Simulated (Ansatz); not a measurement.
**C₂H₉ClN₂OSi₂: small, medium and large basis sets**

An exercise on one series of results from a longer session: the logs are not shown, and one member is left open.

The runs use Ansatz 0.2.0, Gaussian basis; one geometry, several basis sets.

Plan: PBE0-D4/def2-SVP; ωB97M-V/def2-SVP; PBE0-D4/def2-QZVPP; ωB97M-V/def2-QZVPP; the functionals' def2-TZVPP values are taken from earlier runs.

## Structure used throughout

An earlier PBE0-D4 in a triple-zeta def2 set relaxation fixed the geometry.

17 atoms, charge 0, spin multiplicity 1.

Atoms are counted from 1 here; the program's logs count them from 0.

Bond lengths: C1–C2 1.330 Å, C1–H9 1.086 Å, C1–H10 1.087 Å, C2–Si3 1.850 Å, C2–H11 1.089 Å, Si3–N4 1.704 Å, Si3–O5 1.654 Å, Si3–H12 1.483 Å, N4–H13 1.007 Å, N4–H14 1.007 Å, O5–Si6 1.613 Å, Si6–N7 1.695 Å, Si6–Cl8 2.079 Å, Si6–H15 1.475 Å, N7–H16 1.007 Å, N7–H17 1.008 Å. Angles: C2–C1–H9 121.3°, C2–C1–H10 122.3°, H9–C1–H10 116.5°, C1–C2–Si3 123.2°, C1–C2–H11 118.4°, Si3–C2–H11 118.4°, C2–Si3–N4 108.7°, C2–Si3–O5 105.4°, C2–Si3–H12 113.6°, N4–Si3–O5 115.4°, N4–Si3–H12 106.8°, O5–Si3–H12 107.2°, Si3–N4–H13 121.0°, Si3–N4–H14 120.5°, H13–N4–H14 111.7°, Si3–O5–Si6 142.4°, O5–Si6–N7 108.6°, O5–Si6–Cl8 107.0° and more.

The first run:

in.yaml reads:

```yaml
crystal:
  periodic: [false, false, false]
  atoms:
    - {symbol: C, position_ang: [-1.676180, -0.644723, -2.090160]}
    - {symbol: C, position_ang: [-0.355320, -0.722881, -2.228314]}
    - {symbol: Si, position_ang: [0.822182, -0.555752, -0.810708]}
    - {symbol: N, position_ang: [1.923684, 0.696040, -1.160809]}
    - {symbol: O, position_ang: [-0.126162, -0.313123, 0.522767]}
    - {symbol: Si, position_ang: [-0.057403, -0.136695, 2.125111]}
    - {symbol: N, position_ang: [-1.123420, 1.099815, 2.579598]}
    - {symbol: Cl, position_ang: [1.929166, 0.238034, 2.611447]}
    - {symbol: H, position_ang: [-2.132821, -0.480937, -1.118461]}
    - {symbol: H, position_ang: [-2.354242, -0.741116, -2.933885]}
    - {symbol: H, position_ang: [0.052261, -0.891070, -3.224159]}
    - {symbol: H, position_ang: [1.626281, -1.776657, -0.559537]}
    - {symbol: H, position_ang: [1.613700, 1.558635, -1.577231]}
    - {symbol: H, position_ang: [2.742548, 0.831558, -0.590206]}
    - {symbol: H, position_ang: [-0.410537, -1.362897, 2.864559]}
    - {symbol: H, position_ang: [-1.358342, 1.227039, 3.550881]}
    - {symbol: H, position_ang: [-1.134495, 1.974330, 2.079207]}
basis:
  gaussian: {orbitals: def2-SVP}
hamiltonian: {xc: pbe0, dispersion: d4}
output: {orbitals: {seedname: orbitals}}
```

Steps of the session up to this table: PBE0-D4 in def2-SVP; ωB97M-V in def2-SVP; PBE0-D4 in def2-QZVPP; ωB97M-V in def2-QZVPP.

One of the session's tables, all rows but one given; the rest of the session is left out.

It belongs to the step «Functionals by basis». 

```
functional       basis  HOMO (eV)  LUMO (eV)
   PBE0-D4    def2-SVP      -7.42      -0.18
   PBE0-D4  def2-TZVPP          ?          ?
   PBE0-D4  def2-QZVPP      -7.70      -0.54
   ωB97M-V    def2-SVP      -9.83       2.00
   ωB97M-V  def2-TZVPP     -10.07       1.58
   ωB97M-V  def2-QZVPP     -10.11       1.39
```

Estimate the missing values for PBE0-D4, def2-TZVPP.

**Answer.** HOMO (eV): -7.66; LUMO (eV): -0.47. In the column «HOMO (eV)» it lies between PBE0-D4, def2-QZVPP (-7.70) and PBE0-D4, def2-SVP (-7.42).
